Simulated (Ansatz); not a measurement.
# Sn: a tetragonal deformation path

The task, for Sn: look for other minima along a tetragonal path.

Program: Ansatz 0.2.0. Level of theory: DFT PBE, scalar-relativistic, plane waves, PAW. These are calculated values, not measurements.

**1. The system as given**

It takes space group I4_1/amd (No. 141, tetragonal). Conventional cell: a = 5.880 Å, b = 5.880 Å, c = 3.199 Å, α = 90.00°, β = 90.00°, γ = 90.00°. Sn (site symmetry -4m2) is surrounded by 6 Sn at 3.05 to 3.20 Å.

Coordinates:

```
Sn
1.0
    -2.94014    2.94014    1.59930
     2.94014   -2.94014    1.59930
     2.94014    2.94014   -1.59930
Sn
2
Direct
  0.75000 0.25000 0.50000
  0.00000 0.00000 0.00000
```

It goes back to an entry of the Materials Project.

The cell is taken as given, not relaxed at this level.

**2. The reference: the undisturbed cell on the scan's mesh**

Input file input.yaml:

```yaml
crystal:
  lattice:
    - [-2.9401404553, 2.9401404553, 1.5993019889]
    - [2.9401404553, -2.9401404553, 1.5993019889]
    - [2.9401404553, 2.9401404553, -1.5993019889]
  atoms:
    - { symbol: Sn, position: [0.75, 0.25, 0.5] }
    - { symbol: Sn, position: [0.0, 0.0, 0.0] }
basis:
  ecutwfc: 420
kpoints:
  mp_grid: { grid: [18, 18, 18] }
hamiltonian:
  xc: pbe
scf:
  occupations: { method: gaussian, width: 0.15 }
output:
  forces: true
  stress: true
  eigenvalues: true
  write_density: true
  write_potential: true
  elf: true
  volumetric_format: npy
```

Run with:

```console
ansatz run input.yaml --threads 1 --pin off --max-ram 2560MiB --backend cpu --events-out ev --progress --plain --runs-dir out
```

**3. Next: a tetragonal deformation path**

At fixed volume and fractional coordinates, lengths along (0.000, 0.000, 1.000) are scaled against those across it; ρ is that ratio over its starting value.

**4. ρ = 0.850**

Input file input.yaml:

```yaml
crystal:
  lattice:
    - [-3.1038098185, 3.1038098185, 1.4350810438]
    - [3.1038098185, -3.1038098185, 1.4350810438]
    - [3.1038098185, 3.1038098185, -1.4350810438]
  atoms:
    - { symbol: Sn, position: [0.75, 0.25, 0.5] }
    - { symbol: Sn, position: [0.0, 0.0, 0.0] }
basis:
  ecutwfc: 420
kpoints:
  mp_grid: { grid: [18, 18, 18] }
hamiltonian:
  xc: pbe
scf:
  occupations: { method: gaussian, width: 0.15 }
output:
  forces: true
  stress: true
  eigenvalues: true
```

**5. Point ρ = 1.200**

input.yaml, as its differences from that of step 4:

```diff
@@ -2,5 +2,5 @@
   lattice:
-    - [-3.1038098185, 3.1038098185, 1.4350810438]
-    - [3.1038098185, -3.1038098185, 1.4350810438]
-    - [3.1038098185, 3.1038098185, -1.4350810438]
+    - [-2.7667780984, 2.7667780984, 1.8060009511]
+    - [2.7667780984, -2.7667780984, 1.8060009511]
+    - [2.7667780984, 2.7667780984, -1.8060009511]
   atoms:
```

**6. Point ρ = 0.920**

input.yaml, as its differences from that of step 5:

```diff
@@ -2,5 +2,5 @@
   lattice:
-    - [-2.7667780984, 2.7667780984, 1.8060009511]
-    - [2.7667780984, -2.7667780984, 1.8060009511]
-    - [2.7667780984, 2.7667780984, -1.8060009511]
+    - [-3.0230045586, 3.0230045586, 1.5128261709]
+    - [3.0230045586, -3.0230045586, 1.5128261709]
+    - [3.0230045586, 3.0230045586, -1.5128261709]
   atoms:
```

**7. ρ = 1.100**

input.yaml, as its differences from that of step 6:

```diff
@@ -2,5 +2,5 @@
   lattice:
-    - [-3.0230045586, 3.0230045586, 1.5128261709]
-    - [3.0230045586, -3.0230045586, 1.5128261709]
-    - [3.0230045586, 3.0230045586, -1.5128261709]
+    - [-2.8482002233, 2.8482002233, 1.7042197766]
+    - [2.8482002233, -2.8482002233, 1.7042197766]
+    - [2.8482002233, 2.8482002233, -1.7042197766]
   atoms:
```

**8. Point ρ = 0.960**

input.yaml, as its differences from that of step 7:

```diff
@@ -2,5 +2,5 @@
   lattice:
-    - [-2.8482002233, 2.8482002233, 1.7042197766]
-    - [2.8482002233, -2.8482002233, 1.7042197766]
-    - [2.8482002233, 2.8482002233, -1.7042197766]
+    - [-2.9804213574, 2.9804213574, 1.5563644397]
+    - [2.9804213574, -2.9804213574, 1.5563644397]
+    - [2.9804213574, 2.9804213574, -1.5563644397]
   atoms:
```

**9. ρ = 1.050**

Input file input.yaml:

```yaml
crystal:
  lattice:
    - [-2.8927105411, 2.8927105411, 1.6521773982]
    - [2.8927105411, -2.8927105411, 1.6521773982]
    - [2.8927105411, 2.8927105411, -1.6521773982]
  atoms:
    - { symbol: Sn, position: [0.75, 0.25, 0.5] }
    - { symbol: Sn, position: [0.0, 0.0, 0.0] }
basis:
  ecutwfc: 420
kpoints:
  mp_grid: { grid: [18, 18, 18] }
hamiltonian:
  xc: pbe
scf:
  occupations: { method: gaussian, width: 0.15 }
output:
  forces: true
  stress: true
  eigenvalues: true
  write_density: true
  write_potential: true
  elf: true
  volumetric_format: npy
```

**10. ρ = 0.800**

input.yaml, as its differences from that of step 9:

```diff
@@ -2,5 +2,5 @@
   lattice:
-    - [-2.8927105411, 2.8927105411, 1.6521773982]
-    - [2.8927105411, -2.8927105411, 1.6521773982]
-    - [2.8927105411, 2.8927105411, -1.6521773982]
+    - [-3.1671702952, 3.1671702952, 1.3782366739]
+    - [3.1671702952, -3.1671702952, 1.3782366739]
+    - [3.1671702952, 3.1671702952, -1.3782366739]
   atoms:
```

**11. At ρ = 1.300**

Input file input.yaml:

```yaml
crystal:
  lattice:
    - [-2.6939340552, 2.6939340552, 1.9049900525]
    - [2.6939340552, -2.6939340552, 1.9049900525]
    - [2.6939340552, 2.6939340552, -1.9049900525]
  atoms:
    - { symbol: Sn, position: [0.75, 0.25, 0.5] }
    - { symbol: Sn, position: [0.0, 0.0, 0.0] }
basis:
  ecutwfc: 420
kpoints:
  mp_grid: { grid: [18, 18, 18] }
hamiltonian:
  xc: pbe
scf:
  occupations: { method: gaussian, width: 0.15 }
output:
  forces: true
  stress: true
  eigenvalues: true
```

(Steps that only read results are left out.)

Q: Predict the outcome of this session. Wanted: highest point.

The runs gave:

| quantity | value |
| --- | --- |
| highest point | 244.4 meV/atom at ρ = 0.800 |

The undisturbed cell stays the lowest of the sampled points. No further minimum shows among the sampled points.
